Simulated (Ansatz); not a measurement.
# CH5NSSi: one species, many methods

Aim: compute CH5NSSi with functionals from several rungs and with coupled cluster. The yardstick is the atomisation energy at the CCSD(T) limit.

Computed with Ansatz 0.2.0, Gaussian basis. Level: functionals in def2-TZVPP, the program's frozen cores in correlated methods.

Plan: LDA (SPW92), PBE-D4, revPBE-D4, BLYP-D4, r2SCAN-D4, B97M-V, PBE0-D4, B3LYP-D4, r2SCANh-D4, r2SCAN0-D4, HSE06-D4, BHLYP-D4, CAM-B3LYP-D4, LC-ωPBE, ωB97X-V, ωB97M-V, B2PLYP, PBE-QIDH; CCSD(T)/def2-SVP; CCSD(T)/def2-TZVPP; MP2/def2-QZVPP; extrapolation to the limit; RPA on PBE.

### Step 1. Structure used throughout

An earlier PBE0-D4 in a triple-zeta def2 set relaxation fixed the geometry.

SMILES `CS[Si]N`, 9 atoms, charge 0, spin multiplicity 1.

Atoms are counted from 1 here; the program's logs count them from 0.

Bond lengths: C1–S2 1.813 Å, C1–H5 1.089 Å, C1–H6 1.092 Å, C1–H7 1.089 Å, S2–Si3 2.141 Å, Si3–N4 1.710 Å, N4–H8 1.009 Å, N4–H9 1.007 Å. Angles: S2–C1–H5 109.2°, S2–C1–H6 110.5°, S2–C1–H7 109.3°, H5–C1–H6 109.2°, H5–C1–H7 109.4°, H6–C1–H7 109.2°, C1–S2–Si3 100.1°, S2–Si3–N4 98.2°, Si3–N4–H8 127.5°, Si3–N4–H9 120.2°, H8–N4–H9 112.2°.

### Step 2. LDA

This LDA is Slater exchange with PW92 correlation.

in.yaml reads:

```yaml
crystal:
  periodic: [false, false, false]
  atoms:
    - {symbol: C, position_ang: [-0.473359, 0.416513, -1.868590]}
    - {symbol: S, position_ang: [0.689560, 0.399906, -0.477260]}
    - {symbol: Si, position_ang: [-0.528341, -0.529790, 1.017601]}
    - {symbol: N, position_ang: [0.607038, -0.523735, 2.295757]}
    - {symbol: H, position_ang: [-0.632388, 1.444765, -2.190595]}
    - {symbol: H, position_ang: [-1.429775, -0.019221, -1.573524]}
    - {symbol: H, position_ang: [-0.055875, -0.160415, -2.692695]}
    - {symbol: H, position_ang: [1.551735, -0.170556, 2.276941]}
    - {symbol: H, position_ang: [0.359907, -0.903767, 3.195264]}
basis:
  gaussian: {orbitals: def2-TZVPP}
hamiltonian: {xc: lda}
output: {orbitals: {seedname: orbitals}}
```

The run is started by

```sh
$ ansatz run in.yaml --threads 4 --pin off --events-out ev --progress --plain --max-ram 10444MiB
```

The runs that follow: PBE-D4 (GGA); revPBE-D4 (GGA); BLYP-D4 (GGA); r2SCAN-D4 (meta-GGA); B97M-V (meta-GGA); PBE0-D4 (hybrid); B3LYP-D4 (hybrid); r2SCANh-D4 (hybrid); r2SCAN0-D4 (hybrid); HSE06-D4 (hybrid); BHLYP-D4 (hybrid); CAM-B3LYP-D4 (range-separated); LC-ωPBE (range-separated); ωB97X-V (range-separated); ωB97M-V (range-separated); B2PLYP (double hybrid); PBE-QIDH (double hybrid); CCSD(T) in def2-SVP; CCSD(T) in def2-TZVPP; MP2 in def2-QZVPP; RPA on PBE orbitals.

Q: Predict the results of all the runs planned. Wanted: atomisation energy, CCSD(T)/CBS; farthest beyond LDA; mean size of error, GGA; mean size of error, meta-GGA; mean size of error, hybrid; mean size of error, range-separated; mean size of error, double hybrid; gap, smallest and largest; T1 diagnostic.

As calculated:

| quantity | value |
| --- | --- |
| atomisation energy, CCSD(T)/CBS | 32.700 eV |
| functionals within 0.164 eV (0.5 %) | revPBE-D4, BLYP-D4, r2SCAN-D4, PBE0-D4, B3LYP-D4, HSE06-D4, CAM-B3LYP-D4 |
| farthest beyond LDA | BHLYP-D4 (-0.950 eV) |
| mean size of error, GGA | 0.289 eV |
| mean size of error, meta-GGA | 0.119 eV |
| mean size of error, hybrid | 0.326 eV |
| mean size of error, range-separated | 0.226 eV |
| mean size of error, double hybrid | 0.392 eV |
| gap, smallest and largest | 3.49 eV (LDA (SPW92)), 9.97 eV (LC-ωPBE) |
| T1 diagnostic | 0.0132 |
| triples share of the correlation energy | 4.3 % |

**Reading.** LDA overbinds by 4.795 eV (15 %). PBE-D4 misses by +0.711 eV. Double hybrids carry the basis error of their MP2 part in triple zeta, and no dispersion term here, so their miss is partly the set-up's. Taken by rung, meta-GGA functionals do best (0.119 eV on average) and double hybrid ones worst beyond LDA (0.392 eV). The reference freezes the cores and leaves out relativity and excitations past (T), so misses under about 0.164 eV can't be ranked. Hartree-Fock recovers 70 % of the binding; the rest is correlation. CCSD(T) in def2-SVP is off by -2.555 eV, which most functionals beat. The gap grows from 3.5 to 10.0 eV across the functionals, mostly with the share of exact exchange.
